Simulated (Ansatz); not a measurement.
# C3H9GaO2: a ladder of functionals and wavefunction methods

An exercise on one series of results from a longer session: the logs are not shown, and one member is left open.

Program: Ansatz 0.2.0, Gaussian basis. Level of theory: functionals in def2-TZVPP, the program's frozen cores in correlated methods. These are calculated values, not measurements.

Plan: PBE-D4, r2SCAN-D4, PBE0-D4, B3LYP-D4, ωB97X-V, ωB97M-V, B2PLYP; CCSD(T)/def2-TZVPP; MP2/def2-QZVPP; extrapolation to the limit.

## Structure used throughout

The geometry comes from an earlier relaxation with PBE0-D4 in a triple-zeta def2 set; it is a stationary point, not always the lowest conformer.

SMILES `CC(C)[O][GaH][OH]`, 15 atoms, charge 0, spin multiplicity 1.

Atoms are counted from 1 here; the program's logs count them from 0.

Bond lengths: C1–C2 1.518 Å, C1–H7 1.093 Å, C1–H8 1.092 Å, C1–H9 1.096 Å, C2–C3 1.518 Å, C2–O4 1.411 Å, C2–H10 1.098 Å, C3–H11 1.096 Å, C3–H12 1.092 Å, C3–H13 1.093 Å, O4–Ga5 1.774 Å, Ga5–O6 1.780 Å, Ga5–H14 1.555 Å, O6–H15 0.959 Å. Angles: C2–C1–H7 111.2°, C2–C1–H8 110.3°, C2–C1–H9 110.7°, H7–C1–H8 108.4°, H7–C1–H9 107.7°, H8–C1–H9 108.5°, C1–C2–C3 112.0°, C1–C2–O4 111.4°, C1–C2–H10 108.1°, C3–C2–O4 111.4°, C3–C2–H10 108.1°, O4–C2–H10 105.4°, C2–C3–H11 110.7°, C2–C3–H12 110.3°, C2–C3–H13 111.2°, H11–C3–H12 108.5°, H11–C3–H13 107.7°, H12–C3–H13 108.4° and more.

Set-up of the first run:

Input file in.yaml:

```yaml
crystal:
  periodic: [false, false, false]
  atoms:
    - {symbol: C, position_ang: [-1.056804, 0.989641, -0.934762]}
    - {symbol: C, position_ang: [-0.628192, 0.634730, 0.477771]}
    - {symbol: C, position_ang: [-1.274475, -0.651009, 0.961641]}
    - {symbol: O, position_ang: [0.777198, 0.579852, 0.591752]}
    - {symbol: Ga, position_ang: [1.837723, -0.553248, -0.267839]}
    - {symbol: O, position_ang: [3.531401, -0.248853, 0.187137]}
    - {symbol: H, position_ang: [-2.137932, 1.138693, -0.993878]}
    - {symbol: H, position_ang: [-0.564754, 1.908210, -1.260685]}
    - {symbol: H, position_ang: [-0.793030, 0.186803, -1.631984]}
    - {symbol: H, position_ang: [-0.943516, 1.447905, 1.145044]}
    - {symbol: H, position_ang: [-1.014792, -1.486210, 0.301906]}
    - {symbol: H, position_ang: [-0.935921, -0.888500, 1.972123]}
    - {symbol: H, position_ang: [-2.363960, -0.564848, 0.974953]}
    - {symbol: H, position_ang: [1.412795, -1.659615, -1.274777]}
    - {symbol: H, position_ang: [4.154259, -0.833562, -0.248412]}
basis:
  gaussian: {orbitals: def2-TZVPP}
hamiltonian: {xc: pbe, dispersion: d4}
output: {forces: true, orbitals: {seedname: orbitals}}
```

Run with:

```
ansatz run in.yaml --threads 2 --pin off --events-out ev --progress --plain --max-ram 32768MiB --backend cuda --devices 0, --max-vram 18GiB
```

Steps of the session up to this table: PBE-D4 (GGA); r2SCAN-D4 (meta-GGA); PBE0-D4 (hybrid); B3LYP-D4 (hybrid); ωB97X-V (range-separated); ωB97M-V (range-separated); B2PLYP (double hybrid); CCSD(T) in def2-TZVPP; MP2 in def2-QZVPP.

One of the session's tables, all rows but one given; the rest of the session is left out.

```
            method  atomisation energy (kJ/mol)
            PBE-D4                       5701.5
         r2SCAN-D4                       5627.2
           PBE0-D4                            ?
          B3LYP-D4                       5587.2
           ωB97X-V                       5619.8
           ωB97M-V                       5611.9
            B2PLYP                       5549.4
     HF/def2-TZVPP                       4073.6
    MP2/def2-TZVPP                       5596.9
   CCSD/def2-TZVPP                       5423.6
CCSD(T)/def2-TZVPP                       5503.8
           MP2/CBS                       5721.6
       CCSD(T)/CBS                       5628.6
```

Q: Estimate the row for PBE0-D4 from the others.

**Answer.** atomisation energy (kJ/mol): 5602.7. In the column «atomisation energy (kJ/mol)» it lies between MP2/def2-TZVPP (5596.9) and ωB97M-V (5611.9).

To keep in mind: Free atoms (3 C, 2 O, 1 Ga, 9 H) were run apart at each level; the atomisation energy is their sum less the molecule, without zero-point or spin-orbit terms.
